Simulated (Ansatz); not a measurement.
**AsH₂+ (singlet): the correlation ladder at distance As1–H3 = 1.530 Å, cc-pVDZ**

The task here is to estimate one member of a computed series from the others.

Method: cc-pVDZ, core rule «outside noble gas», up to 14 orbitals frozen; program: Ansatz 0.2.0, Gaussian basis.

To be run: UHF; CCSD(T) on RHF; CCSD(T) on UHF; BCCD(T) on RHF; CISD; CCSDT(Q) on RHF; CCSDT(Q) on UHF; CCSDTQ on RHF; CASSCF and MRCISD+Q, 2 electrons in 2 orbitals; CASSCF and NEVPT2, 2 electrons in 2 orbitals; CASSCF and MRCISD+Q, 6 electrons in 6 orbitals; CASSCF and NEVPT2, 6 electrons in 6 orbitals; Full CI.

22 further runs of the same task are left out: 15 that didn't finish, 7 set aside as unsound or not needed. Runs told in other sessions of the task aren't counted.

**What is computed**

The geometry derives from a PBE0/def2-TZVP stationary point (not a proven minimum). One bond is set to the value named and the two fragments are kept rigid. No spin-orbit coupling is included. The filled d shell of As may be among the frozen orbitals whatever the setting's name suggests.

3 atoms, charge 1, spin multiplicity 1.

Atoms are counted from 1 here; the program's logs count them from 0.

Bond lengths: As1–H2 1.530 Å, As1–H3 1.530 Å. Angles: H2–As1–H3 91.0°.

The first run:

File in.yaml:

```yaml
crystal:
  periodic: [false, false, false]
  atoms:
    - {symbol: As, position_ang: [0.000000, -0.028106, 0.000000]}
    - {symbol: H, position_ang: [0.000000, 1.044592, -1.090899]}
    - {symbol: H, position_ang: [0.000000, 1.044590, 1.090902]}
basis:
  gaussian: {orbitals: cc-pVDZ}
total_charge: 1
magnetization: {spin_polarized: true, initial_magnetization: 0}
hamiltonian: {xc: hf}
output: {orbitals: {seedname: orbitals}}
```

Started as:

```bash
$ ansatz run in.yaml --threads 1 --pin off --events-out ev --progress --plain --max-ram 2393MiB
```

Among the steps run: UHF; CCSD(T) on RHF; CCSD(T) on UHF; BCCD(T) on RHF; CISD; CCSDT(Q) on RHF; CCSDT(Q) on UHF; CCSDTQ on RHF; CASSCF and MRCISD+Q, 2 electrons in 2 orbitals; CASSCF and NEVPT2, 2 electrons in 2 orbitals; CASSCF and MRCISD+Q, 6 electrons in 6 orbitals; CASSCF and NEVPT2, 6 electrons in 6 orbitals; Full CI.

One of the session's tables, all rows but one given; the rest of the session is left out.

| method | from FCI (kJ/mol) |
| --- | --- |
| RHF | +311.5 |
| UHF | +308.3 |
| RMP2 | +77.8 |
| CISD | +19.0 |
| RCCSD | +7.2 |
| RCCSD(T) | +1.6 |
| BCCD(T) | +1.6 |
| RCCSDT | +0.3 |
| RCCSDT(Q) | +0.1 |
| RCCSDTQ | 0.0 |
| CASSCF pair | +263.2 |
| NEVPT2 pair | +71.3 |
| CASSCF valence | ? |
| NEVPT2 valence | +47.3 |
| MRCISD valence | +5.7 |
| MRCISD+Q valence | +0.1 |
| FCI | 0 |

Estimate the missing values for CASSCF valence.

**Answer.** from FCI (kJ/mol): +170.0. In the column «from FCI (kJ/mol)» it lies between RMP2 (+77.8) and CASSCF pair (+263.2).

Not comparable, so not listed: CCSD(T) on UHF; CASSCF and MRCISD+Q, 2 electrons in 2 orbitals (they don't share determinant, frozen orbitals or solution with the rows shown, or repeat one).

Limits of these values: Warnings in the runs' records: passed over end.
